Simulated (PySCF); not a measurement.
# Cd2H4: singlet, from a doubly bridged, trans start

Aim: relax Cd2H4 as a singlet from a hand-made doubly bridged, trans geometry, check by its vibrations whether the end is a minimum, and collect its spectrum and constants.

Program: PySCF 2.14.0. Level of theory: PBE0, basis Cd def2-TZVP with ECP28, H def2-TZVP, scalar-relativistic core potentials, no spin–orbit coupling, density fitting. These are calculated values, not measurements.

### Step 1. Where the work starts

6 atoms, charge 0, spin multiplicity 1.

Bond lengths: Cd1–Cd2 2.429 Å, Cd1–H3 1.781 Å, Cd1–H4 1.781 Å, Cd1–H5 1.671 Å, Cd2–H3 1.781 Å, Cd2–H4 1.781 Å, Cd2–H6 1.671 Å. Angles: Cd2–Cd1–H3 47.0°, Cd2–Cd1–H4 47.0°, Cd2–Cd1–H5 120.2°, H3–Cd1–H4 94.0°, H3–Cd1–H5 110.0°, H4–Cd1–H5 110.0°, Cd1–Cd2–H3 47.0°, Cd1–Cd2–H4 47.0°, Cd1–Cd2–H6 120.2°, H3–Cd2–H4 94.0°, H3–Cd2–H6 110.0°, H4–Cd2–H6 110.0°, Cd1–H3–Cd2 86.0°, Cd1–H4–Cd2 86.0°.

Coordinates in bohr (charge 0 multiplicity 1):
```
Cd    2.2951    0.0000    0.0000
Cd   -2.2951    0.0000    0.0000
H     0.0000    2.4612    0.0000
H     0.0000   -2.4612    0.0000
H     3.8824    0.0000    2.7303
H    -3.8824    0.0000   -2.7303
```

### Step 2. Finding the electronic state

One driver script runs all steps and calls PySCF; scf.py shows how it sets up the SCF of each step. The optimiser is the driver's own. After this first run the driver tries any further starts and a stability analysis.

scf.py reads:

```python
from pyscf import gto, scf, dft
mol = gto.M(atom='''
Cd     1.214500     0.000000     0.000000
Cd    -1.214500     0.000000     0.000000
H      0.000000     1.302400     0.000000
H      0.000000    -1.302400     0.000000
H      2.054500     0.000000     1.444800
H     -2.054500     0.000000    -1.444800''',
    basis={'Cd': 'def2-TZVP', 'H': 'def2-TZVP'},
    ecp={'Cd': 'def2-TZVP'},
    charge=0, spin=0)
mf = dft.RKS(mol, xc='PBE0')
mf.grids.atom_grid = (50, 194)
aux = {'Cd': 'def2-universal-JKFIT', 'H': 'def2-universal-JKFIT'}
mf = mf.density_fit(auxbasis=aux)
mf.conv_tol = 1e-08
mf.diis_space = 10
mf.max_cycle = 60
mf.init_guess = 'minao'
mf.verbose = 4
mf.kernel()
```

On the command line:

```bash
> OMP_NUM_THREADS=2 python axn.py task.json out
```

After this run come: Doubly bridged, trans start, singlet: relaxation; Frequencies; Downhill along the imaginary mode; Hessian and properties.

**Question.** What will these runs give? Wanted: minimum; geometry; wavenumbers; dipole moment; highest occupied, lowest empty level; polar-tensor charge of Cd1; zero-point energy; atomisation energy.

**Answer**, as computed:

```
                                 quantity                                                                                                                      value
                                  minimum                                                                                                               singlet, C2h
                                 geometry           Cd–Cd 3.097 Å, Cd–H 1.671 Å (×2), Cd–H 1.728 Å (×2); Cd–Cd–H 51.1° (×2), Cd–Cd–H 139.1° (×2), H–Cd–H 169.8° (×2)
                       wavenumbers (cm⁻¹)  63 (ag), 191 (au), 318 (ag), 322 (bu), 562 (bg), 569 (bu), 635 (au), 794 (ag), 1617 (ag), 1641 (bu), 1833 (bu), 1838 (ag)
                            dipole moment                                                                                                                     0.00 D
     highest occupied, lowest empty level                                                                                                            -7.75, -1.52 eV
               polar-tensor charge of Cd1                                                                                                                    +0.73 e
                        zero-point energy                                                                                                                62.1 kJ/mol
                      entropy at 298.15 K                                                                                                            325.1 J/(mol K)
atomisation energy (no zero-point energy)                                                                                                                 770 kJ/mol
```

**Reading.** The doubly bridged, trans start (C2h) ends in a minimum of C2h symmetry, after a stop at a saddle point 9.9 kJ/mol higher, from which it was pushed off along an imaginary mode. The strongest infrared band lies at 569 cm⁻¹ (bu). The dipole vanishes although Cd1 carries +0.7 e by the polar tensor: the bond dipoles cancel. Other starts or spin states, not run here, may lie lower. Whether spin polarisation would lower the closed shell was not checked.
